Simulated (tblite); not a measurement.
# C6H10OSi2: the cost of one run

Programs: tblite 0.8.0 and PySCF 2.14.0, with density-fitted response routines of our own. Each step states its level of theory. These are calculated values for one molecule, in the gas phase or a continuum, unless marked as measured. Atoms are numbered from 0 throughout.

**1. The starting structure**

19 atoms, charge 0, multiplicity 1; geometry from: force field or distance geometry start.

Bonds of the start (Å): C0–C1 1.35, C1–C2 1.45, C2–C3 1.36, C3–Si4 1.86, Si4–C5 1.86, C5–C6 1.35, C6–Si7 1.86, Si7–O8 1.67, Si7–C2 1.91, C0–H9 1.08, C0–H10 1.08, C1–H11 1.10, C3–H12 1.09, Si4–H13 1.47, Si4–H14 1.49, C5–H15 1.08, C6–H16 1.08, Si7–H17 1.48, O8–H18 0.97.

**2. Geometry optimisation with GFN2-xTB**

Job settings and geometry (Å):

```
{"job": {"kind": "relax", "xc": "GFN2-xTB", "basis": "xTB"}, "charge": 0, "multiplicity": 1}
C      3.025000    -0.486200    -0.842900
C      2.221800     0.200500    -0.009200
C      0.773900     0.241600     0.069600
C      0.189700     0.988400     1.040600
Si    -1.615500     1.244700     1.399900
C     -2.584800     0.371900     0.074600
C     -2.065700    -0.369000    -0.922600
Si    -0.261300    -0.720500    -1.221600
O      0.029900    -2.357500    -1.063400
H      2.646900    -1.128200    -1.629600
H      4.093600    -0.407600    -0.753100
H      2.740500     0.798000     0.749500
H      0.795200     1.521300     1.777000
H     -1.949000     0.681100     2.716900
H     -1.925400     2.703700     1.370700
H     -3.655500     0.510400     0.170800
H     -2.719600    -0.838000    -1.642400
H      0.092500    -0.300600    -2.594800
H      0.158000    -2.644800    -0.144400
```

On the command line:

```sh
OMP_NUM_THREADS=1 python probes_run.py task.json out
```

This one command runs all jobs of the session in turn.

Q: Estimate the wall time of this first job on 1 thread of Intel Xeon Platinum 8488C, shared host.

About 1.5 s.
